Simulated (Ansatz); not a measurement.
# C3H5ClSn: up Jacob's ladder to CCSD(T)

An exercise on one series of results from a longer session: the logs are not shown, and one member is left open.

Computed with Ansatz 0.2.0, Gaussian basis. Level: functionals in def2-TZVPP, the program's frozen cores in correlated methods.

Levels to be run: PBE-D4, r2SCAN-D4, PBE0-D4, B3LYP-D4, ωB97X-V, ωB97M-V, B2PLYP; CCSD(T)/def2-TZVPP; MP2/def2-QZVPP; extrapolation to the limit.

## Structure used throughout

All runs share one geometry, relaxed beforehand with PBE0-D4 in a triple-zeta def2 set. Sn takes the def2 core potential; no spin-orbit term is included.

10 atoms, charge 0, spin multiplicity 1.

Atoms are counted from 1 here; the program's logs count them from 0.

Bond lengths: Cl1–C2 1.714 Å, C2–C3 1.339 Å, C2–Sn5 2.140 Å, C3–C4 1.508 Å, C3–H6 1.089 Å, C4–Sn5 2.175 Å, C4–H7 1.092 Å, C4–H8 1.092 Å, Sn5–H9 1.707 Å, Sn5–H10 1.707 Å. Angles: Cl1–C2–C3 125.8°, Cl1–C2–Sn5 140.4°, C3–C2–Sn5 93.8°, C2–C3–C4 112.0°, C2–C3–H6 124.7°, C4–C3–H6 123.2°, C3–C4–Sn5 87.8°, C3–C4–H7 114.1°, C3–C4–H8 114.1°, Sn5–C4–H7 115.5°, Sn5–C4–H8 115.4°, H7–C4–H8 108.9°, C2–Sn5–C4 66.4°, C2–Sn5–H9 117.9°, C2–Sn5–H10 117.9°, C4–Sn5–H9 119.2°, C4–Sn5–H10 119.2°, H9–Sn5–H10 110.3°.

As a file:

```
Cl    1.0990    0.0559    2.7851
C     0.4751    0.0253    1.1892
C    -0.0166   -1.0499    0.5616
C    -0.4822   -0.7257   -0.8355
Sn    0.1343    1.3282   -0.4741
H    -0.0797   -2.0471    0.9959
H    -1.5523   -0.8742   -0.9936
H     0.0671   -1.2493   -1.6204
H    -1.0576    2.5389   -0.3089
H     1.4963    1.9467   -1.2965
```

Set-up of the first run:

Input file in.yaml:

```yaml
crystal:
  periodic: [false, false, false]
  atoms:
    - {symbol: Cl, position_ang: [1.099049, 0.055858, 2.785066]}
    - {symbol: C, position_ang: [0.475055, 0.025333, 1.189186]}
    - {symbol: C, position_ang: [-0.016587, -1.049930, 0.561637]}
    - {symbol: C, position_ang: [-0.482229, -0.725745, -0.835453]}
    - {symbol: Sn, position_ang: [0.134266, 1.328205, -0.474142]}
    - {symbol: H, position_ang: [-0.079747, -2.047067, 0.995937]}
    - {symbol: H, position_ang: [-1.552277, -0.874157, -0.993639]}
    - {symbol: H, position_ang: [0.067131, -1.249284, -1.620404]}
    - {symbol: H, position_ang: [-1.057613, 2.538919, -0.308874]}
    - {symbol: H, position_ang: [1.496253, 1.946669, -1.296514]}
basis:
  gaussian: {orbitals: def2-TZVPP}
hamiltonian: {xc: pbe, dispersion: d4}
output: {forces: true, orbitals: {seedname: orbitals}}
```

On the command line:

```console
$ ansatz run in.yaml --threads 4 --pin off --events-out ev --progress --plain --max-ram 10444MiB
```

Steps of the session up to this table: PBE-D4 (GGA); r2SCAN-D4 (meta-GGA); PBE0-D4 (hybrid); B3LYP-D4 (hybrid); ωB97X-V (range-separated); ωB97M-V (range-separated); B2PLYP (double hybrid); CCSD(T) in def2-TZVPP; MP2 in def2-QZVPP.

One of the session's tables, all rows but one given; the rest of the session is left out.

| method | atomisation energy (kJ/mol) |
| --- | --- |
| PBE-D4 | 3629.6 |
| r2SCAN-D4 | ? |
| PBE0-D4 | 3561.6 |
| B3LYP-D4 | 3506.0 |
| ωB97X-V | 3540.2 |
| ωB97M-V | 3531.9 |
| B2PLYP | 3474.2 |
| HF/def2-TZVPP | 2489.5 |
| MP2/def2-TZVPP | 3503.2 |
| CCSD/def2-TZVPP | 3371.1 |
| CCSD(T)/def2-TZVPP | 3445.5 |
| MP2/CBS | 3598.6 |
| CCSD(T)/CBS | 3540.8 |

**Question.** Estimate the row for r2SCAN-D4.

The run gave: atomisation energy (kJ/mol): 3542.4. In the column «atomisation energy (kJ/mol)» it lies between CCSD(T)/CBS (3540.8) and PBE0-D4 (3561.6).
